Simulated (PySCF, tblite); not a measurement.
# C₃H₁₂O₄SiTi, a small molecule taken as a stand-in for a surface group (carbon-backed Si): NMR shifts, core binding energies and electronic excitations, part 2 of 2

tblite 0.8.0 and PySCF 2.14.0. Atoms count from 0, parts from 1. The steps go on from the part before.

### 5 Core-electron binding energies: SCAN, X2C

What the job is given:

```
{"job": {"kind": "xps", "holes": 5}, "charge": 0, "multiplicity": 1}
C      1.655509     0.437593    -1.409151
Si     0.233095     0.953485    -0.301358
C      0.836840     1.242259     1.447073
C     -0.657363     2.447954    -0.990597
O     -0.865387    -0.324359    -0.253752
Ti    -1.040711    -1.920780     0.507898
O      0.584386    -2.457561     1.058492
O     -2.126987    -1.785925     1.926371
O     -1.659371    -3.108930    -0.669512
H      2.114723    -0.483920    -1.017744
H      2.434760     1.215214    -1.451256
H      1.313445     0.242099    -2.437375
H      1.574054     2.059151     1.496344
H     -0.002426     1.495914     2.113509
H      1.309344     0.323969     1.831176
H     -1.037714     2.245671    -2.003949
H     -1.513076     2.723378    -0.355078
H      0.018110     3.316558    -1.048543
H      1.166892    -3.108672     0.657658
H     -2.449689    -2.482779     2.504382
H     -1.950848    -3.025202    -1.581177
```

With the program's defaults for keys left out, this is: delta-SCF UKS SCAN, pcX-2 on the ionised atom, pcseg-1 elsewhere, spin-free X2C.

The program printed:

```text
ground state, core basis on atom 0 (C), 238 functions
  cycle   1  E = -1565.45476685  |g| = 1.69e+00
  cycle   2  E = -1552.99440248  |g| = 7.60e+00
  cycle   3  E = -1565.66285425  |g| = 1.26e+00
  cycle   4  E = -1565.95852357  |g| = 6.15e-01
  cycle   5  E = -1566.03796150  |g| = 1.68e-01
  cycle   6  E = -1566.04234471  |g| = 1.06e-01
  cycle   7  E = -1566.04479682  |g| = 1.31e-02
  cycle   8  E = -1566.04482780  |g| = 7.58e-03
  cycle   9  E = -1566.04483764  |g| = 3.53e-03
  cycle  10  E = -1566.04483743  |g| = 8.90e-04
  cycle  11  E = -1566.04483935  |g| = 1.51e-04
  E(ground) = -1566.00504613 Eh
hole in C 1s of atom 0
  cycle   1  E = -1554.82409220  |g| = 1.50e+00
  cycle   2  E = -1554.26797449  |g| = 1.73e+00
  cycle   3  E = -1555.35097573  |g| = 3.26e-01
  cycle   4  E = -1555.35797054  |g| = 2.97e-01
  cycle   5  E = -1555.38677258  |g| = 1.26e-01
  cycle   6  E = -1555.39303268  |g| = 5.85e-02
  cycle   7  E = -1555.39436198  |g| = 2.71e-02
  cycle   8  E = -1555.39466541  |g| = 6.25e-03
  cycle   9  E = -1555.39467712  |g| = 3.87e-03
  cycle  10  E = -1555.39468321  |g| = 1.36e-03
  cycle  11  E = -1555.39468355  |g| = 5.81e-04
  cycle  12  E = -1555.39468534  |g| = 2.78e-04
  E(ion) = -1555.35407826 Eh   <S^2> = 0.7671   hole on atom = 1.000   binding energy = 289.828 eV
ground state, core basis on atom 1 (Si), 249 functions
  cycle   1  E = -1566.14905103  |g| = 2.89e-01
  cycle   2  E = -1566.14891555  |g| = 5.50e-02
  cycle   3  E = -1566.14753443  |g| = 8.85e-02
  cycle   4  E = -1566.14890139  |g| = 4.82e-02
  cycle   5  E = -1566.14938740  |g| = 1.05e-02
  cycle   6  E = -1566.14941261  |g| = 3.37e-03
  cycle   7  E = -1566.14941248  |g| = 3.73e-04
  E(ground) = -1566.06837623 Eh
hole in Si 2p of atom 1
  cycle   1  E = -1561.88682632  |g| = 1.25e+00
  cycle   2  E = -1561.64802681  |g| = 1.23e+00
  cycle   3  E = -1562.15880168  |g| = 3.44e-01
  cycle   4  E = -1562.17766632  |g| = 3.24e-01
  cycle   5  E = -1562.21584883  |g| = 1.07e-01
  cycle   6  E = -1562.22105950  |g| = 3.60e-02
  cycle   7  E = -1562.22165079  |g| = 1.58e-02
  cycle   8  E = -1562.22173196  |g| = 7.48e-03
  cycle   9  E = -1562.22175502  |g| = 7.42e-04
  cycle  10  E = -1562.22175525  |g| = 4.96e-04
  E(ion) = -1562.15235608 Eh   <S^2> = 0.7513   hole on atom = 1.003   binding energy = 106.560 eV
  2p3/2 = 106.303 eV   2p1/2 = 106.929 eV
ground state, core basis on atom 2 (C), 238 functions
  cycle   1  E = -1566.04484713  |g| = 6.24e-02
  cycle   2  E = -1566.04475213  |g| = 3.43e-02
  cycle   3  E = -1566.04464678  |g| = 4.19e-02
  cycle   4  E = -1566.04493135  |g| = 2.32e-02
  cycle   5  E = -1566.04505618  |g| = 4.68e-03
  cycle   6  E = -1566.04505774  |g| = 1.03e-03
  cycle   7  E = -1566.04506285  |g| = 2.51e-04
  E(ground) = -1566.00508169 Eh
hole in C 1s of atom 2
  cycle   1  E = -1554.82838528  |g| = 1.51e+00
  cycle   2  E = -1554.28355437  |g| = 1.72e+00
  cycle   3  E = -1555.35399457  |g| = 3.33e-01
  cycle   4  E = -1555.33719689  |g| = 3.86e-01
  cycle   5  E = -1555.39279263  |g| = 1.14e-01
  cycle   6  E = -1555.39735227  |g| = 6.66e-02
  cycle   7  E = -1555.39911939  |g| = 2.57e-02
  cycle   8  E = -1555.39939257  |g| = 6.01e-03
  cycle   9  E = -1555.39940241  |g| = 4.70e-03
  cycle  10  E = -1555.39941147  |g| = 1.23e-03
  cycle  11  E = -1555.39941368  |g| = 4.98e-04
  E(ion) = -1555.35866998 Eh   <S^2> = 0.7669   hole on atom = 1.000   binding energy = 289.704 eV
ground state, core basis on atom 3 (C), 238 functions
  cycle   1  E = -1566.04464128  |g| = 5.80e-02
  cycle   2  E = -1566.04455311  |g| = 2.63e-02
  cycle   3  E = -1566.04458161  |g| = 2.48e-02
  cycle   4  E = -1566.04471622  |g| = 9.54e-03
  cycle   5  E = -1566.04474008  |g| = 1.30e-03
  cycle   6  E = -1566.04473983  |g| = 5.79e-04
  cycle   7  E = -1566.04473975  |g| = 6.92e-05
  E(ground) = -1566.00504133 Eh
hole in C 1s of atom 3
  cycle   1  E = -1554.82553762  |g| = 1.50e+00
  cycle   2  E = -1554.29840061  |g| = 1.71e+00
  cycle   3  E = -1555.35757391  |g| = 3.05e-01
  cycle   4  E = -1555.38948554  |g| = 1.12e-01
  cycle   5  E = -1555.39397418  |g| = 6.16e-02
  cycle   6  E = -1555.39499521  |g| = 3.71e-02
  cycle   7  E = -1555.39554513  |g| = 1.03e-02
  cycle   8  E = -1555.39550620  |g| = 1.37e-02
  cycle   9  E = -1555.39559409  |g| = 1.68e-03
  cycle  10  E = -1555.39559719  |g| = 1.31e-03
  cycle  11  E = -1555.39559585  |g| = 7.82e-04
  cycle  12  E = -1555.39559677  |g| = 1.90e-04
  E(ion) = -1555.35482488 Eh   <S^2> = 0.7670   hole on atom = 1.000   binding energy = 289.807 eV
ground state, core basis on atom 4 (O), 238 functions
  cycle   1  E = -1566.07594009  |g| = 1.24e-01
  cycle   2  E = -1566.06521075  |g| = 2.51e-01
  cycle   3  E = -1566.07623454  |g| = 6.84e-02
  cycle   4  E = -1566.07610114  |g| = 6.93e-02
  cycle   5  E = -1566.07726063  |g| = 8.41e-03
  cycle   6  E = -1566.07727317  |g| = 1.30e-03
  cycle   7  E = -1566.07727434  |g| = 5.42e-04
  cycle   8  E = -1566.07727388  |g| = 3.68e-04
  E(ground) = -1566.03467119 Eh
hole in O 1s of atom 4
  cycle   1  E = -1545.49467092  |g| = 2.25e+00
  cycle   2  E = -1544.53523058  |g| = 2.50e+00
  cycle   3  E = -1545.82264287  |g| = 9.98e-01
  cycle   4  E = -1544.83451699  |g| = 2.12e+00
  cycle   5  E = -1546.19098944  |g| = 6.53e-01
  cycle   6  E = -1546.30174834  |g| = 3.47e-01
  cycle   7  E = -1546.34839122  |g| = 1.25e-01
  cycle   8  E = -1546.35562090  |g| = 1.94e-02
  cycle   9  E = -1546.35574177  |g| = 1.07e-02
  cycle  10  E = -1546.35578550  |g| = 4.14e-03
  cycle  11  E = -1546.35579560  |g| = 8.06e-04
  cycle  12  E = -1546.35579487  |g| = 2.91e-04
  E(ion) = -1546.31392635 Eh   <S^2> = 0.7637   hole on atom = 1.000   binding energy = 536.629 eV
```

Run time: 1.9 min. Hardware: 1 thread of Arm Neoverse V1, shared host; peak memory 1.2 GiB.

The holes in one table. −ε is the ground-state orbital energy:

| hole | stands for | environment | ΔSCF (eV; 2p as the shell's mean) | −ε (eV) | ⟨S²⟩ |
| --- | --- | --- | --- | --- | --- |
| C1s on C0 | C0 | methyl carbon bonded to Si | 289.83 | 273.0 | 0.767 |
| Si2p on Si1 | Si1 | silicon bonded to 3 C, O | 106.51 | 96.0 | 0.751 |
| C1s on C2 | C2 | methyl carbon bonded to Si | 289.70 | 272.9 | 0.767 |
| C1s on C3 | C3 | methyl carbon bonded to Si | 289.81 | 272.9 | 0.767 |
| O1s on O4 | O4 | oxygen bonded to Si, Ti | 536.63 | 516.0 | 0.764 |

With the spin-orbit splitting: Si1 2p3/2 106.30, 2p1/2 106.93 eV. The table gives each 2p level as the mean over the whole 2p shell (two parts 2p3/2, one part 2p1/2), which differs a little from the single hole in the log.

### 6 Ultraviolet spectrum: CAM-B3LYP/def2-SVPD

Same as in step 5 but for these lines:

```diff
@@ -1,2 +1,2 @@
-{"job": {"kind": "xps", "holes": 5}, "charge": 0, "multiplicity": 1}
+{"job": {"kind": "uv", "xc": "CAM-B3LYP", "basis": "def2-SVPD", "nstates": 6, "ntriplets": 2, "ip": true}, "charge": 0, "multiplicity": 1}
 C      1.655509     0.437593    -1.409151
```

Method: TDDFT CAM-B3LYP/def2-SVPD, vertical, gas phase, core orbitals frozen in the response.

The program printed:

```text
coarse grid: 79792 points
cycle   1  E = -1560.5344607083  dE =  5.957e-01  |g| = 1.672e+00  |ddm| = 6.660e+00
cycle   2  E = -1556.3918348181  dE =  4.143e+00  |g| = 5.532e+00  |ddm| = 8.324e+00
cycle   3  E = -1560.9825046222  dE = -4.591e+00  |g| = 7.731e-01  |ddm| = 6.080e+00
cycle   4  E = -1561.0896379022  dE = -1.071e-01  |g| = 2.415e-01  |ddm| = 1.288e+00
cycle   5  E = -1561.1021386581  dE = -1.250e-02  |g| = 5.022e-02  |ddm| = 3.643e-01
cycle   6  E = -1561.1025667992  dE = -4.281e-04  |g| = 1.804e-02  |ddm| = 7.880e-02
cycle   7  E = -1561.1026343070  dE = -6.751e-05  |g| = 4.004e-03  |ddm| = 2.474e-02
cycle   8  E = -1561.1026384184  dE = -4.111e-06  |g| = 1.291e-03  |ddm| = 7.751e-03
final grid: 168104 points
cycle   9  E = -1561.1027767409  dE = -2.408e-07  |g| = 1.467e-03  |ddm| = 9.417e-03
cycle  10  E = -1561.1027763760  dE =  3.649e-07  |g| = 2.085e-03  |ddm| = 3.494e-03
cycle  11  E = -1561.1027772047  dE = -8.287e-07  |g| = 2.330e-04  |ddm| = 1.855e-03
cycle  12  E = -1561.1027772179  dE = -1.322e-08  |g| = 4.421e-05  |ddm| = 3.260e-04
cycle  13  E = -1561.1027772192  dE = -1.251e-09  |g| = 4.852e-05  |ddm| = 1.740e-04
cycle  14  E = -1561.1027772198  dE = -5.616e-10  |g| = 9.001e-06  |ddm| = 8.473e-05
converged SCF energy = -1561.1027772198

Static polarisability (au): isotropic 112.149, principal 104.415 108.560 123.472

Singlet excitations
state   eV       nm        f      main configurations
  1   5.8400    212.3   0.00400   H-2->L 0.62, H-1->L 0.16
  2   5.9186    209.5   0.00411   H->L 0.32, H-2->L 0.17, H-3->L 0.15
  3   6.1116    202.9   0.00435   H->L+1 0.44, H-4->L+1 0.19, H-2->L+1 0.09
  4   6.1582    201.3   0.02557   H-1->L 0.27, H->L 0.19, H-4->L 0.14
  5   6.2779    197.5   0.01705   H-2->L+1 0.65
  6   6.4460    192.3   0.03499   H-1->L+1 0.35, H-3->L+1 0.30, H-4->L 0.08

Triplet excitations (Tamm-Dancoff, eV): 5.6379 5.6872
Vertical ionisation energy (delta-SCF) = 10.0758 eV
Vertical electron affinity (delta-SCF) = -0.3109 eV
```

Run time: 18 min. Hardware: 1 thread of Arm Neoverse V1, shared host; peak memory 2.1 GiB.

The orbitals next to the gap, with their largest atomic shares:

| orbital | eV | atoms |
| --- | --- | --- |
| HOMO−3 | -10.72 | O6 46 %, O8 18 %, O4 10 % |
| HOMO−2 | -10.27 | O7 52 %, O6 24 %, O8 14 % |
| HOMO−1 | -9.59 | C3 24 %, C2 19 %, O4 17 % |
| HOMO | -9.52 | C0 26 %, O4 21 %, Si1 16 % |
| LUMO | -0.10 | Ti5 75 %, O8 6 %, O4 5 % |
| LUMO+1 | 0.15 | Ti5 74 %, O8 6 %, O4 5 % |
| LUMO+2 | 0.29 | Ti5 62 %, O8 6 %, O6 6 % |

With each of the 6 states as a Gaussian band of 0.4 eV half-width at 1/e, the curve within the window shown has maxima at 198 nm (ε 3,100) L/(mol cm). Beyond the last state computed it falls off for lack of states. The curve at chosen wavelengths:

(nm, ε (L/mol/cm)): (184, 1120), (186, 1514), (188, 1928), (190, 2325), (192, 2665), (194, 2919), (196, 3063), (199, 3066), (201, 2937), (203, 2726), (205, 2458), (207, 2158), (209, 1848), (211, 1547), (213, 1269), (215, 1020), (217, 805), (219, 625), (221, 478), (224, 310), (226, 228), (228, 165), (230, 118), (232, 84), (234, 58), (236, 40)

Ground-state properties from the same run:

| property | computed |
| --- | --- |
| dipole moment (D) | 1.67 |
| polarisability (Å³) | 16.62 |
| HOMO–LUMO gap (eV) | 9.42 |
| −ε(HOMO) (eV) | 9.52 |

### 7 What came out

The summary covers parts 1 to 2.

| quantity | value |
| --- | --- |
| point group | C1 |
| rotational constants (main isotopes) | 1.65, 0.62, 0.61 GHz |
| 13C shifts against TMS (PBE0/pcSseg-1) | 1.8, 1.4, 0.9 ppm |
| 1H shifts against TMS (PBE0/pcSseg-1) | 6.48, 6.38, 6.36, 0.88, 0.52, 0.36, 0.30, 0.15, 0.14, -0.10, -0.12, -0.22 ppm |
| 29Si shifts against TMS (PBE0/pcSseg-1) | 25.1 ppm |
| 17O shifts against H2O (PBE0/pcSseg-1) | 395.8, 315.9, 308.7, 302.7 ppm |
| shieldings of Ti (PBE0/pcSseg-1) | Ti5 -174.3 ppm |
| C1s binding energies, SCAN/pcX-2 | C0 289.83, C3 289.81, C2 289.70 eV |
| Si2p binding energies, SCAN/pcX-2 | Si1 106.51 eV |
| O1s binding energies, SCAN/pcX-2 (standing for 1 of 4 atoms) | O4 536.63 eV |
| lowest singlet (CAM-B3LYP/def2-SVPD) | 5.84 eV (212 nm), f = 0.004 |
| brightest single state of those computed | state 6, 6.45 eV, f = 0.035 |
| lowest triplet | 5.64 eV |
| vertical ionisation energy (ΔSCF) | 10.08 eV |
| vertical electron affinity (ΔSCF) | -0.31 eV (unbound: the value hangs on the basis) |

Relaxing lowered the energy by 0.871 eV in 23 steps; the close pair that moved most is Si1–Ti5, from 2.834 to 3.246 Å (PBE0/def2-SVP). C0 (methyl carbon bonded to Si) binds its C1s electron 0.12 eV more tightly than C2 (methyl carbon bonded to Si). The first singlet state (HOMO−2→LUMO 0.62, HOMO−1→LUMO 0.16) lies at 5.84 eV and is weak; of the 6 states computed, the strongest absorption comes from state 6 at 6.45 eV (the last computed, so partners may be missing). The lowest triplet lies 0.20 eV below the lowest singlet (triplets in Tamm-Dancoff, singlets in full TDDFT). The orbital energy would give 9.52 eV for ionisation, ΔSCF gives 10.08 eV. A capped cluster stands for the solid here, so long-range fields and strain are missing, and bands or shifts of the capping hydrogens have no counterpart in it.
